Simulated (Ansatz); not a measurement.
# InH2F (SMILES [F][InH2]) at 5 levels

Aim: a comparison of 5 runs (HF/STO-3G, B3LYP/STO-3G, UPBE0/STO-3G, CCSDT/STO-3G, CCSDTQ/STO-3G) of InH2F. 

The calculation is run with Ansatz 0.2.0.

57 further runs of the same task are left out: 3 that didn't finish, 54 set aside as unsound or not needed.

## Step 1: Starting point

The species is InH2F (4 atoms), meant as a singlet with charge 0. SMILES: `[F][InH2]`. The In2–F1 distance was set to 3.922 Å, away from the relaxed value. At this shape a bond of the SMILES string is far longer than usual.

Bond lengths: In2–H3 1.702 Å, In2–H4 1.702 Å. Angles: H3–In2–H4 139.2°.

## Step 2: The energy at HF/STO-3G (run 1)

The input, job.yaml:

```yaml
crystal:
  periodic: [false, false, false]
  atoms:
    - {symbol: F, position_ang: [-3.458005, -1.311102, 0.403501]}
    - {symbol: In, position_ang: [0.194400, 0.052300, -0.026300]}
    - {symbol: H, position_ang: [1.304300, -0.965100, 0.767900]}
    - {symbol: H, position_ang: [0.188600, 1.481900, -0.950400]}
basis:
  gaussian: {orbitals: STO-3G}
magnetization: {spin_polarized: false, initial_magnetization: 0}
accuracy: high
hamiltonian: {xc: hf}
```

On the command line:

```
ansatz run job.yaml --threads 1 --pin off --max-ram 2610MiB --events-out events.jsonl --progress --plain --runs-dir runs
```

The log of the run:

```text
Warning: RAYON_NUM_THREADS=1 ignored (pool sized by the plan → 1); use --threads N
Functional definition: HF
  name "HF"
  exchange = exact_x
  correlation = 0
581 factors; integrals over basis functions are off by at most 3.3e-8 eV
mean field evaluation 1: about -157325.0275 eV, gradient 8.0e0 eV
mean field evaluation 2: about -157325.0325 eV, gradient 8.0e0 eV
mean field evaluation 4: about -157325.4679 eV, gradient 4.1e0 eV
mean field evaluation 8: about -157325.3928 eV, gradient 3.9e0 eV
mean field evaluation 16: about -157328.8183 eV, gradient 2.4e0 eV
mean field evaluation 32: about -157328.1791 eV, gradient 9.1e0 eV
mean field evaluation 64: about -157328.7248 eV, gradient 3.7e0 eV
mean field -157328.87818746 eV, -5781.7296320454 hartree, gradient 4.7e-8 eV, S^2 0.000000; 1 other end points of the search recorded, 0 dependent functions left out
reference -157328.87818746 eV, -5781.7296320454 hartree; 30, 30 occupied and 4, 4 virtual orbitals, 581 factors
Total energy: -157328.87818746 eV, -5781.7296320454 hartree
```

Run time: 0.54 s. Hardware: 1 thread of Arm Neoverse V2, shared host.

## Step 3: The energy at B3LYP/STO-3G (run 2)

The input, input.yaml:

```yaml
crystal:
  periodic: [false, false, false]
  atoms:
    - {symbol: F, position_ang: [-3.458005, -1.311102, 0.403501]}
    - {symbol: In, position_ang: [0.194400, 0.052300, -0.026300]}
    - {symbol: H, position_ang: [1.304300, -0.965100, 0.767900]}
    - {symbol: H, position_ang: [0.188600, 1.481900, -0.950400]}
basis:
  gaussian: {orbitals: STO-3G}
hamiltonian: {xc: {name: B3LYP}}
accuracy: high
```

On the command line:

```
ansatz run input.yaml --threads 1 --pin off --max-ram 2610MiB --events-out events.jsonl --progress --plain --runs-dir runs
```

The log of the run:

```text
Warning: RAYON_NUM_THREADS=1 ignored (pool sized by the plan → 1); use --threads N
Functional definition: B3LYP
  name "B3LYP"
  parameter a0 = 0.2
  parameter ax = 0.72
  parameter ac = 0.81
  exchange = (1 - a0 - ax)*slater_x + ax*b88_x + a0*exact_x
  correlation = (1 - ac)*vwn_rpa_c + ac*lyp_c
581 factors; integrals over basis functions are off by at most 3.3e-8 eV
mean field evaluation 1: about -157386.3763 eV, gradient 1.9e1 eV
mean field evaluation 2: about -157048.1056 eV, gradient 1.5e1 eV
mean field evaluation 4: about -157369.9811 eV, gradient 4.9e1 eV
mean field evaluation 8: about -157395.4400 eV, gradient 1.0e0 eV
mean field evaluation 16: about -157395.4287 eV, gradient 9.1e-9 eV
mean field -157395.42874781 eV, -5784.1753200286 hartree, gradient 9.0e-9 eV, S^2 0.000000; 2 other end points of the search recorded, 0 dependent functions left out
reference -157395.42877454 eV, -5784.1753210110 hartree; 30, 30 occupied and 4, 4 virtual orbitals, 581 factors
Total energy: -157395.42877454 eV, -5784.1753210110 hartree
```

Run time: 1.8 s. Hardware: 1 thread of Arm Neoverse V2, shared host; peak memory 0.11 GiB.

Runs 3 to 4 aren't shown in full; the table further down has their settings and results.

## Step 4: A single-point energy at CCSDTQ/STO-3G (run 5)

input.yaml: that of step 3 with these lines changed.

```diff
@@ -1 +1,3 @@
+basis:
+  gaussian: {orbitals: STO-3G}
 crystal:
@@ -7,5 +9,5 @@
     - {symbol: H, position_ang: [0.188600, 1.481900, -0.950400]}
-basis:
-  gaussian: {orbitals: STO-3G}
-hamiltonian: {xc: {name: B3LYP}}
+magnetization: {spin_polarized: false}
+correlation: {method: ccsdtq, frozen_orbitals: {F: 1, H: 0, In: 18}}
 accuracy: high
+scf: {omitted_lower_state_checks: [cluster_reference, increment]}
```

On the command line:

```
ansatz run input.yaml --threads 1 --pin off --max-ram 2610MiB --events-out events.jsonl --progress --plain --runs-dir runs
```

The log of the run:

```text
Warning: RAYON_NUM_THREADS=1 ignored (pool sized by the plan → 1); use --threads N
[... 14 lines left out ...]
19 core orbitals not correlated: weight in the atoms' cores, before any rotation towards them, 1.000 or more for the frozen orbitals, at most 0.000 for the correlated occupied ones
[... 180 lines left out ...]
WARN: these amplitudes may be one of several solutions (largest doubles amplitude 1.02, level shift 19.80 eV)
Total energy: -157335.77821084 eV, -5781.9832032277 hartree
Checks for a lower state left out: cluster_reference, increment
```

Wall time 50 s (1 thread of Arm Neoverse V2, shared host); peak memory 0.22 GiB.

## Step 5: The series

```csv
run,level,frozen core orbitals,energy (Eh),wall time
1,HF/STO-3G,–,-5781.729632,0.54 s
2,B3LYP/STO-3G,–,-5784.175321,1.8 s
3,UPBE0/STO-3G,–,-5783.889613,8.7 s
4,CCSDT/STO-3G,19,-5781.982996,1.4 s
5,CCSDTQ/STO-3G,19,-5781.983203,50 s
```

## Step 6: Outcome

```
                                           quantity           value
                                run 5: total energy  -5781.98320 Eh
run 5: correlation energy (19 core orbitals frozen)      -253.6 mEh
                               run 5: T1 diagnostic           0.071
```

In words: Below the HF energy at the same shape and in the same basis (STO-3G): CCSDT -253.4 mEh; CCSDTQ -253.6 mEh. Totals of different functionals can't be ranked against each other. In runs 4, 5 the log says that unrestricted orbitals would lower the reference, so the values rest on an unstable closed-shell determinant (other closed-shell runs at this shape may share the fault). In runs 1, 2, 3, 4, 5 the basis is minimal, so the values are rough. In runs 1, 2, 3, 4, 5 relativity is left out where basis or elements ask for it. Spin contamination of the reference: run 3 ⟨S²⟩ = 0.97. Where it is this large, the reference is a mixture of spin states, and values that rest on it are in doubt. All runs together took 62 s, the longest 50 s.
